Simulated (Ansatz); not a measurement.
# C₂H₁₀SiSn: one species, many methods

How much do the methods differ for C₂H₁₀SiSn? The plan is to run it at one geometry with functionals of several rungs and with coupled cluster. The yardstick is the atomisation energy at the CCSD(T) limit.

Method: functionals in def2-TZVPP, the program's frozen cores in correlated methods; program: Ansatz 0.2.0, Gaussian basis.

Plan: PBE-D4, r2SCAN-D4, PBE0-D4, B3LYP-D4, ωB97X-V, ωB97M-V, B2PLYP; CCSD(T)/def2-TZVPP; MP2/def2-QZVPP; extrapolation to the limit.

### Step 1. The relaxed structure

All runs share one geometry, relaxed beforehand with PBE0-D4 in a triple-zeta def2 set. Sn takes the def2 core potential; no spin-orbit term is included.

14 atoms, charge 0, spin multiplicity 1.

Atoms are counted from 1 here; the program's logs count them from 0.

Bond lengths: C1–Sn2 2.147 Å, C1–H5 1.090 Å, C1–H6 1.091 Å, C1–H7 1.090 Å, Sn2–C3 2.147 Å, Sn2–Si4 2.568 Å, Sn2–H8 1.718 Å, C3–H9 1.091 Å, C3–H10 1.090 Å, C3–H11 1.090 Å, Si4–H12 1.489 Å, Si4–H13 1.489 Å, Si4–H14 1.489 Å. Angles: Sn2–C1–H5 110.0°, Sn2–C1–H6 109.7°, Sn2–C1–H7 110.4°, H5–C1–H6 108.9°, H5–C1–H7 108.9°, H6–C1–H7 108.9°, C1–Sn2–C3 108.8°, C1–Sn2–Si4 110.6°, C1–Sn2–H8 108.6°, C3–Sn2–Si4 110.6°, C3–Sn2–H8 108.6°, Si4–Sn2–H8 109.6°, Sn2–C3–H9 109.7°, Sn2–C3–H10 110.0°, Sn2–C3–H11 110.4°, H9–C3–H10 108.9°, H9–C3–H11 108.9°, H10–C3–H11 108.9° and more.

### Step 2. PBE-D4 (GGA)

in.yaml

```yaml
crystal:
  periodic: [false, false, false]
  atoms:
    - {symbol: C, position_ang: [-0.937031, 1.517024, -1.112187]}
    - {symbol: Sn, position_ang: [-0.400726, 0.142626, 0.448275]}
    - {symbol: C, position_ang: [1.477999, 0.750994, 1.292029]}
    - {symbol: Si, position_ang: [-0.244332, -2.249510, -0.471829]}
    - {symbol: H, position_ang: [-0.187667, 1.492011, -1.903877]}
    - {symbol: H, position_ang: [-0.991781, 2.528819, -0.708694]}
    - {symbol: H, position_ang: [-1.906285, 1.252520, -1.535007]}
    - {symbol: H, position_ang: [-1.600454, 0.211618, 1.675362]}
    - {symbol: H, position_ang: [1.399040, 1.771527, 1.668611]}
    - {symbol: H, position_ang: [2.257364, 0.714362, 0.530325]}
    - {symbol: H, position_ang: [1.756611, 0.091753, 2.114202]}
    - {symbol: H, position_ang: [0.125932, -3.213119, 0.600681]}
    - {symbol: H, position_ang: [0.792668, -2.327669, -1.538003]}
    - {symbol: H, position_ang: [-1.541335, -2.682944, -1.059910]}
basis:
  gaussian: {orbitals: def2-TZVPP}
hamiltonian: {xc: pbe, dispersion: d4}
output: {forces: true, orbitals: {seedname: orbitals}}
```

Command:

```sh
$ ansatz run in.yaml --threads 2 --pin off --events-out ev --progress --plain --max-ram 22528MiB --backend cuda --devices 0, --max-vram 18GiB
```

Further steps of the session: r2SCAN-D4 (meta-GGA); PBE0-D4 (hybrid); B3LYP-D4 (hybrid); ωB97X-V (range-separated); ωB97M-V (range-separated); B2PLYP (double hybrid); CCSD(T) in def2-TZVPP; MP2 in def2-QZVPP.

Before running them: what should the planned runs give, taken together? Wanted: atomisation energy, CCSD(T)/CBS; farthest; mean size of error, hybrid; mean size of error, range-separated; gap, smallest and largest; T1 diagnostic; triples share of the correlation energy.

As calculated:

| quantity | value |
| --- | --- |
| atomisation energy, CCSD(T)/CBS | 1085.0 kcal/mol |
| functionals within 10.9 kcal/mol (1.0 %) | PBE-D4, r2SCAN-D4, B3LYP-D4, ωB97X-V, ωB97M-V |
| farthest | B2PLYP (-20.4 kcal/mol) |
| mean size of error, hybrid | 9.2 kcal/mol |
| mean size of error, range-separated | 3.0 kcal/mol |
| gap, smallest and largest | 5.83 eV (PBE-D4), 11.61 eV (ωB97X-V) |
| T1 diagnostic | 0.0114 |
| triples share of the correlation energy | 3.3 % |

**Reading.** PBE-D4 is off by -6.5 kcal/mol. Double hybrids carry the basis error of their MP2 part in triple zeta, and no dispersion term here, so their miss is partly the set-up's. The reference freezes the cores and leaves out spin-orbit coupling and excitations past (T), and its outer-core shells are covered unevenly, so misses under about 10.9 kcal/mol can't be ranked. All levels share the lack of spin-orbit coupling, which lowers the free heavy atoms and so the true binding. Hartree-Fock recovers 75 % of the binding; the rest is correlation. Orbital gaps span 5.8 to 11.6 eV; exact exchange widens them. Correlated methods include outer-core shells of Sn, which these sets cover unevenly.
